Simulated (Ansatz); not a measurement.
# AlClH4O2: the cost of one run

All numbers below are computed with Ansatz 0.2.0 (RHF/def2-SVP).

## 1. The system as given

Bond lengths: Al1–Cl2 2.580 Å, Al1–O3 1.780 Å, O3–H4 1.010 Å, Al1–O5 1.780 Å, O5–H6 1.010 Å. Angles: Cl2–Al1–O3 120.0°, Cl2–Al1–O5 120.0°, O3–Al1–O5 120.0°, Al1–O3–H4 109.5°, Al1–O5–H6 109.5°.

As a file:

```xyz
8

Al    0.0000    0.0000    0.0000
Cl    0.0000    0.0000    2.5800
O     1.5415    0.0000   -0.8900
H     1.8414   -0.9519   -1.0449
O    -1.5415    0.0000   -0.8900
H    -2.0512   -0.8467   -0.6815
H     0.0834    1.7631    0.5865
H     0.0710    1.5020    1.5585
```

## 2. Pulling towards end A

Springs on the bonds that form and break draw the guess towards this end; the thresholds are loose.

input.yaml reads:

```yaml
crystal:
  periodic: [false, false, false]
  atoms:
    - { symbol: Al, position_ang: [0.0, 0.0, 0.0] }
    - { symbol: Cl, position_ang: [0.0, 0.0, 2.58] }
    - { symbol: O, position_ang: [1.5415, 0.0, -0.89] }
    - { symbol: H, position_ang: [1.8414, -0.9519, -1.0449] }
    - { symbol: O, position_ang: [-1.5415, 0.0, -0.89] }
    - { symbol: H, position_ang: [-2.0512, -0.8467, -0.6815] }
    - { symbol: H, position_ang: [0.0834, 1.7631, 0.5865] }
    - { symbol: H, position_ang: [0.071, 1.502, 1.5585] }
basis:
  gaussian: { orbitals: def2-SVP }
hamiltonian:
  xc: hf
relax:
  f_tol: 0.15
  max_steps: 25
  restrain:
    - { distance: [0, 6], at: 2.76, k: 30.0 }
    - { distance: [7, 1], at: 2.57, k: 30.0 }
    - { distance: [0, 1], at: 2.23, k: 30.0 }
    - { distance: [7, 6], at: 0.66, k: 30.0 }
```

Started as:

```sh
ansatz run input.yaml --threads 1 --pin off --max-ram 2048MiB --backend cpu --events-out ev --progress --plain --runs-dir out
```

**Question.** How long does this run take on 1 thread of Arm Neoverse V1, shared host, and how much memory does it need?

About 17 s, with a peak of 0.15 GiB.
